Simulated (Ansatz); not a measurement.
**TiNH2 (quartet): wave-function methods side by side, def2-SVP**

The task here is to estimate one member of a computed series from the others.

Program: Ansatz 0.2.0, Gaussian basis. Level of theory: def2-SVP, core rule «outside noble gas», up to 10 orbitals frozen. These are calculated values, not measurements.

Plan: UHF; CCSD(T) on ROHF; CCSD(T) on UHF; CISD; CCSDT(Q) on ROHF; CCSDT(Q) on UHF.

34 further runs of the same task are left out: 15 for a known fault of the program, 9 that didn't finish, 10 set aside as unsound or not needed.

### What is computed

The geometry is a PBE0/def2-TZVP stationary point (not a proven minimum) of the parent state, kept for this charge and spin.

4 atoms, charge 0, spin multiplicity 4.

Atoms are counted from 1 here; the program's logs count them from 0.

Bond lengths: Ti1–N2 2.417 Å, N2–H3 1.025 Å, N2–H4 1.025 Å. Angles: Ti1–N2–H3 126.9°, Ti1–N2–H4 126.9°, H3–N2–H4 106.2°.

The first run:

in.yaml reads:

```yaml
crystal:
  periodic: [false, false, false]
  atoms:
    - {symbol: Ti, position_ang: [0.000000, 0.000000, -0.625607]}
    - {symbol: N, position_ang: [0.000000, 0.000000, 1.791593]}
    - {symbol: H, position_ang: [0.000000, 0.819700, 2.406693]}
    - {symbol: H, position_ang: [0.000000, -0.819700, 2.406693]}
basis:
  gaussian: {orbitals: def2-SVP}
magnetization: {spin_polarized: true, initial_magnetization: 3}
hamiltonian: {xc: hf}
output: {orbitals: {seedname: orbitals}}
```

Launch:

```sh
ansatz run in.yaml --threads 1 --pin off --events-out ev --progress --plain --max-ram 2393MiB
```

Steps of the session up to this table: UHF; CCSD(T) on ROHF; CCSD(T) on UHF; CISD; CCSDT(Q) on ROHF; CCSDT(Q) on UHF.

One of the session's tables, all rows but one given; the rest of the session is left out.

| method | from RCCSDT(Q) (meV) |
| --- | --- |
| ROHF | +6238.3 |
| UHF | ? |
| RMP2 | +712.0 |
| UMP2 | +634.6 |
| CISD | +613.9 |
| RCCSD | +234.7 |
| UCCSD | +173.3 |
| RCCSD(T) | +52.1 |
| UCCSD(T) | -6.6 |
| RCCSDT | +19.1 |
| UCCSDT | -34.2 |
| RCCSDT(Q) | 0 |
| UCCSDT(Q) | -57.0 |

Q: Estimate the row for UHF from the others.

As computed: from RCCSDT(Q) (meV): +6158.3. In the column «from RCCSDT(Q) (meV)» it lies between RMP2 (+712.0) and ROHF (+6238.3).

To keep in mind: Restricted and unrestricted rows rest on different reference determinants; where their highest levels disagree by more than a few hundredths of an eV, they describe different states and don't form one ladder.
